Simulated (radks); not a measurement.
# Zr²⁰⁺ in [Ne] 3s1 3p6 3d2 4p1: an all-electron calculation

One table from this session's results is given with a row withheld; the runs are named, their logs left out.

Program: radks (a radial shooting solver on a logarithmic mesh, Libxc functionals) version 1. Level of theory: Dirac Kohn-Sham, XLYP, spin-unpolarised, spherical densities, finite nucleus; open shells fill j = l - 1/2 first. These are calculated values, not measurements, unless marked.

## The atom as given

```
element            : zirconium (Z = 40)
charge             : +20
electrons          : 20
configuration      : [Ne] 3s1 3p6 3d2 4p1
nuclear rms radius : 4.2694 fm
```

Set-up of the first run:

Settings of this run:

```text
Z 40
configuration [Ne] 3s1 3p6 3d2 4p1
relativity Dirac
functional xlyp
spin unpolarised
j_filling energy
nucleus finite rms 4.2694 fm
c 137.035999084
```

Run with:

```
python run_ks.py task.json out
```

This one command runs every case of the session in turn.

Steps of the session up to this table: Self-consistent calculation.

One of the session's tables, all rows but one given; the rest of the session is left out.

It belongs to the step «Radial structure». From the orbitals of this run (lengths in bohr):

| level | <r> | outermost maximum (interpolated) | 90 % within | nodes |
| --- | --- | --- | --- | --- |
| 1s1/2 | 0.03706 | 0.0241 | 0.0664 | 0 |
| 2s1/2 | 0.1612 | 0.137 | 0.249 | 1 |
| 2p1/2 | 0.1377 | 0.107 | 0.225 | 0 |
| 2p3/2 | ? | ? | ? | ? |
| 3s1/2 | 0.4171 | 0.387 | 0.608 | 2 |
| 3p1/2 | 0.4045 | 0.370 | 0.602 | 1 |
| 3p3/2 | 0.4119 | 0.378 | 0.613 | 1 |
| 3d3/2 | 0.3707 | 0.307 | 0.573 | 0 |
| 3d5/2 | 0.3729 | 0.309 | 0.575 | 0 |
| 4p1/2 | 0.8417 | 0.828 | 1.20 | 2 |
| 4p3/2 | 0.8524 | 0.840 | 1.21 | 2 |

**Question.** Estimate the row for 2p3/2.

The run gave: <r>: 0.1420; outermost maximum (interpolated): 0.110; 90 % within: 0.231; nodes: 0. In the column «<r>» it lies between 2p1/2 (0.1377) and 2s1/2 (0.1612).
